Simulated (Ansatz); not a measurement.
A nudged elastic band was laid between two geometries of a periodic cell of 17 atoms, CuSi$_{16}$ (host Si, host structure diamond, interstitial Cu).

The calculation used Ansatz 0.2.0, DFT PBE, scalar-relativistic, plane waves, PAW. Settings: PAW set soft_1, cutoff 420 eV, k mesh 2x2x2, fermi-dirac smearing 0.02 eV, spin collinear.

```yaml
movable_images: 5
climbing_image: yes
spring: 5.0 eV/Å²
optimiser: lbfgs
start_path: IDPP
force_threshold: 0.05 eV/Å
iteration_limit: 58
end_points: relaxed
```

Image 0:

```xyz
17
Lattice="0.0000 5.4300 5.4300 5.4300 0.0000 5.4300 5.4300 5.4300 0.0000" Properties=species:S:1:pos:R:3
Si 0.112 0.105 -0.113
Si 1.400 1.393 1.367
Si 2.775 2.767 0.073
Si 4.198 4.190 1.232
Si 2.677 0.005 2.752
Si 4.062 1.393 4.029
Si 5.356 2.767 2.654
Si 6.734 4.140 4.126
Si 0.012 2.670 2.752
Si 1.400 4.055 4.029
Si 2.774 5.349 2.655
Si 4.148 6.726 4.125
Si 2.677 2.670 5.417
Si 3.967 3.960 6.892
Si 5.311 5.304 5.548
Si 6.734 6.726 6.712
Cu 7.455 7.448 8.835
```

Image 6:

```xyz
17
Lattice="0.0000 5.4300 5.4300 5.4300 0.0000 5.4300 5.4300 5.4300 0.0000" Properties=species:S:1:pos:R:3
Si -0.056 -0.051 0.070
Si 1.318 1.322 1.365
Si 2.608 2.612 -0.109
Si 3.951 3.956 1.234
Si 2.702 0.046 2.754
Si 3.996 1.420 4.129
Si 5.374 2.792 2.657
Si 6.748 4.086 4.031
Si 0.041 2.707 2.754
Si 1.416 4.000 4.129
Si 2.787 5.379 2.657
Si 4.082 6.752 4.031
Si 2.840 2.845 5.554
Si 4.184 4.189 6.897
Si 5.471 5.476 5.415
Si 6.846 6.850 6.709
Cu 6.084 6.088 8.797
```

(1) Which bonds break or form, and what moves?

(2) What energy profile does the band end with?

(3) What is the geometry of the highest image?

The band took 13 iterations and about 16 core-minutes.

Answers

(1) Contacts lost: Si3–Cu17, Si8–Cu17, Si12–Cu17. Contacts made: Si1–Cu17, Si6–Cu17, Si10–Cu17. The atom that moves furthest is Cu17, by 1.93 Å; four of its nearest neighbours are Si3 2.35, Si7 2.35, Si11 2.35, Si8 2.35 Å at the first end and Si10 2.35, Si6 2.35, Si16 2.35, Si1 2.36 Å at the last.

(2) It converged. The highest image is number 3 of 0 to 6, 0.033 eV above the ends, which have the same energy within 2 meV. By the program's own check the climbing image is of a kind that is not told: the force calls were inconclusive, a negative curvature could not be distinguished from the path's own, the only one lies far off the path, or fixed occupations may fill a level only in part (lowest curvatures found: -0.02 and 0.00 eV/Å²). Limits of this set-up: coarse k mesh, a small cell, in which the defect meets its images.

```csv
image,path coordinate (Å),energy (eV),Si3–Cu17 (Å),Si8–Cu17 (Å),Si12–Cu17 (Å)
0,0.00,0.000,2.35,2.35,2.36
1,0.42,-0.003,2.34,2.41,2.41
2,0.84,0.018,2.35,2.53,2.53
3,1.26,0.033,2.39,2.73,2.73
4,1.69,0.015,2.60,2.98,2.98
5,2.13,-0.003,2.92,3.25,3.25
6,2.57,0.000,3.38,3.55,3.55
```

(3) 
```xyz
17
Lattice="0.0000 5.4300 5.4300 5.4300 0.0000 5.4300 5.4300 5.4300 0.0000" Properties=species:S:1:pos:R:3
Si -0.010 -0.011 -0.027
Si 1.358 1.356 1.332
Si 2.723 2.721 -0.030
Si 4.070 4.070 1.287
Si 2.716 0.000 2.683
Si 4.064 1.366 4.034
Si 5.399 2.746 2.645
Si 6.779 4.080 4.033
Si 0.002 2.713 2.684
Si 1.368 4.063 4.034
Si 2.746 5.399 2.646
Si 4.082 6.777 4.033
Si 2.722 2.720 5.403
Si 4.075 4.072 6.762
Si 5.427 5.425 5.401
Si 6.788 6.787 6.741
Cu 6.785 6.785 9.418
```

The run took 8.9 min on 2 threads of Arm Neoverse V1, on a shared host, peak memory 1.7 GiB.
